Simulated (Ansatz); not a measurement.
CsLiCr2Te2S3:

```xyz
9
Lattice="3.6036 0.0000 0.0000 -1.8018 3.1208 0.0000 0.0000 0.0000 19.0665" Properties=species:S:1:pos:R:3 pbc="T T T"
Cs    0.0000    0.0000    7.1307
Li    1.8018    1.0403    0.3064
Cr    0.0000    0.0000   16.5187
Cr    0.0000    2.0805    3.2095
Te    0.0000    2.0805   10.2751
Te    1.8018    1.0403   14.7338
S     0.0000    0.0000    1.9124
S     0.0000    2.0805   17.7166
S     1.8018    1.0403    4.4631
```

The cell was built by a generator and needn't be a form met in nature.

Base run:

- Program: Ansatz 0.2.0
- Functional: PBE
- Potentials or basis: all-electron LAPW, scalar-relativistic
- Cutoff: 237 eV (chosen from the basis error)
- Basis error allowed: 0.002 eV/atom
- k mesh: 6 × 6 × 2
- Occupations: fermi-dirac, width 0.05 eV
- Spin: collinear spin, ferromagnetic start
- Starting moments: [0.0, 0.0, 3.0, 3.0, 0.0, 0.0, 0.0, 0.0, 0.0] μB
- Hubbard terms: Cr d U = 3 eV

Its results: band gap on the k mesh none (metal or under the smearing width); pressure 1.9 GPa; net moment 5.92 μB per cell; site moments Cs -0.00; Li -0.02; Cr +3.30, +3.19; Te -0.01, -0.26; S -0.12, -0.13 μB; largest force 0.584 eV/Å.

Question: The run is repeated on the same cell with these changes: hubbard terms from Cr d U = 3 eV to none. What comes out?

Answer: Band gap on the k mesh none (metal or under the smearing width); pressure 0.0 GPa; net moment 5.66 μB per cell; site moments Cs +0.00; Li -0.01; Cr +2.83, +2.97; Te -0.00, -0.18; S -0.05, -0.06 μB; largest force 0.080 eV/Å.

Caveats: the k mesh is thin for a metal, which can move the energy by tens of meV per atom; only a ferromagnetic start was run, and an antiferromagnetic order may lie lower in energy; the magnetic state may not be the lowest (some runs); U is the effective U less J, on atomic orbitals that reach past the spheres (some runs).
